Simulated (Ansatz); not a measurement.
# AlH5O4: a ladder of functionals and wavefunction methods

The task here is to estimate one member of a computed series from the others.

Program: Ansatz 0.2.0, Gaussian basis. Level of theory: functionals in def2-TZVPP, the program's frozen cores in correlated methods. These are calculated values, not measurements.

Levels to be run: LDA (SPW92), PBE-D4, revPBE-D4, BLYP-D4, r2SCAN-D4, B97M-V, PBE0-D4, B3LYP-D4, r2SCANh-D4, r2SCAN0-D4, HSE06-D4, BHLYP-D4, CAM-B3LYP-D4, LC-ωPBE, ωB97X-V, ωB97M-V, B2PLYP, PBE-QIDH; CCSD(T)/def2-SVP; CCSD(T)/def2-TZVPP; MP2/def2-QZVPP; extrapolation to the limit; RPA on PBE.

## Structure used throughout

All runs share one geometry, relaxed beforehand with PBE0-D4 in a triple-zeta def2 set.

SMILES `[OH][Al-]([OH])([OH])[OH2+]`, 10 atoms, charge 0, spin multiplicity 1.

Atoms are counted from 1 here; the program's logs count them from 0.

Bond lengths: O1–Al2 1.720 Å, O1–H6 0.955 Å, Al2–O3 1.707 Å, Al2–O4 1.724 Å, Al2–O5 1.965 Å, O3–H7 0.955 Å, O4–H8 0.953 Å, O5–H9 0.967 Å, O5–H10 0.969 Å. Angles: Al2–O1–H6 120.6°, O1–Al2–O3 114.4°, O1–Al2–O4 119.4°, O1–Al2–O5 93.2°, O3–Al2–O4 120.7°, O3–Al2–O5 112.2°, O4–Al2–O5 88.1°, Al2–O3–H7 121.7°, Al2–O4–H8 125.3°, Al2–O5–H9 103.7°, Al2–O5–H10 102.3°, H9–O5–H10 107.8°.

Set-up of the first run:

Input file in.yaml:

```yaml
crystal:
  periodic: [false, false, false]
  atoms:
    - {symbol: O, position_ang: [-1.400070, 0.801130, 0.698932]}
    - {symbol: Al, position_ang: [-0.111736, -0.245487, 0.247838]}
    - {symbol: O, position_ang: [0.782304, -0.869257, 1.561127]}
    - {symbol: O, position_ang: [-0.201844, -1.104501, -1.244418]}
    - {symbol: O, position_ang: [0.857256, 1.175121, -0.703924]}
    - {symbol: H, position_ang: [-1.701682, 0.837435, 1.604361]}
    - {symbol: H, position_ang: [1.438435, -1.552358, 1.442073]}
    - {symbol: H, position_ang: [-0.662028, -1.928281, -1.378685]}
    - {symbol: H, position_ang: [0.288057, 1.949878, -0.598352]}
    - {symbol: H, position_ang: [0.794510, 0.885120, -1.625950]}
basis:
  gaussian: {orbitals: def2-TZVPP}
hamiltonian: {xc: lda}
output: {orbitals: {seedname: orbitals}}
```

Started as:

```bash
$ ansatz run in.yaml --threads 4 --pin off --events-out ev --progress --plain --max-ram 10444MiB
```

Steps of the session up to this table: LDA; PBE-D4 (GGA); revPBE-D4 (GGA); BLYP-D4 (GGA); r2SCAN-D4 (meta-GGA); B97M-V (meta-GGA); B3LYP-D4 (hybrid); r2SCANh-D4 (hybrid); r2SCAN0-D4 (hybrid); HSE06-D4 (hybrid); BHLYP-D4 (hybrid); CAM-B3LYP-D4 (range-separated); LC-ωPBE (range-separated); ωB97X-V (range-separated); ωB97M-V (range-separated); B2PLYP (double hybrid); PBE-QIDH (double hybrid).

One of the session's tables, all rows but one given; the rest of the session is left out.

It belongs to the step «Orbital energies across the functionals». 

| functional | HOMO (eV) | gap (eV) |
| --- | --- | --- |
| LDA (SPW92) | -6.61 | 5.52 |
| PBE-D4 | -6.39 | 5.45 |
| revPBE-D4 | -6.30 | 5.47 |
| BLYP-D4 | -6.29 | 5.31 |
| r2SCAN-D4 | -6.76 | 6.48 |
| B97M-V | ? | ? |
| PBE0-D4 | -8.10 | 8.07 |
| B3LYP-D4 | -7.83 | 7.40 |
| r2SCANh-D4 | -7.40 | 7.40 |
| r2SCAN0-D4 | -8.38 | 8.76 |
| HSE06-D4 | -7.69 | 7.29 |
| BHLYP-D4 | -9.77 | 10.39 |
| CAM-B3LYP-D4 | -9.63 | 10.37 |
| LC-ωPBE | -11.02 | 13.16 |
| ωB97X-V | -10.65 | 12.54 |
| ωB97M-V | -10.59 | 12.06 |

Q: Estimate the row for B97M-V from the others.

**Answer.** HOMO (eV): -6.81; gap (eV): 6.11. In the column «HOMO (eV)» it lies between r2SCANh-D4 (-7.40) and r2SCAN-D4 (-6.76).
